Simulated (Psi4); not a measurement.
# TlCl (SMILES [Cl][Tl]) at HF/def2-TZVPPD (core potential, sweep point 5)

Wanted: the polarisability of TlCl. The job is set up through a Python script.

The calculation is run with Psi4 1.11.

1 further run of the same task is left out (set aside as unsound or not needed).

## 1. The molecule

TlCl has 2 atoms, charge 0, and is taken as a singlet. SMILES: `[Cl][Tl]`. The bond length is the measured one.

Bond lengths: Cl1–Tl2 2.485 Å.

## 2. The response to a field at HF/def2-TZVPPD (core potential, sweep point 5)

job.py reads:

```python
import psi4

psi4.set_memory(1600000000)
psi4.set_num_threads(1)
psi4.set_output_file('output.dat', False)

molecule = psi4.geometry("""
0 1
Cl     0.000000     0.000000     0.000000
Tl     0.000000     0.000000     2.484826
symmetry c1
""")

psi4.set_options(dict(basis='def2-TZVPPD', puream=True, scf_type='pk'))

result = psi4.properties("hf", properties=['dipole_polarizabilities'])
print(f'total energy {result:.8f} hartree = {result * 27.211386:.5f} eV')
for k, v in sorted(psi4.core.scalar_variables().items()):
    print(f'{k:45s} {v:18.10f}')
```

The run is started by

```sh
$ python job.py
```

**Question.** What will come out? Wanted: total energy; dipole moment; HOMO energy; LUMO energy; HOMO–LUMO gap; mean static polarisability.

**Answer.** As computed:

Level: HF/def2-TZVPPD (core potential, sweep point 5).

| quantity | value |
| --- | --- |
| total energy | -631.10886 Eh |
| dipole moment | 4.67 D |
| HOMO energy | -9.76 eV |
| LUMO energy | 0.40 eV |
| HOMO–LUMO gap | 10.16 eV |
| mean static polarisability | 54.2 bohr³ |
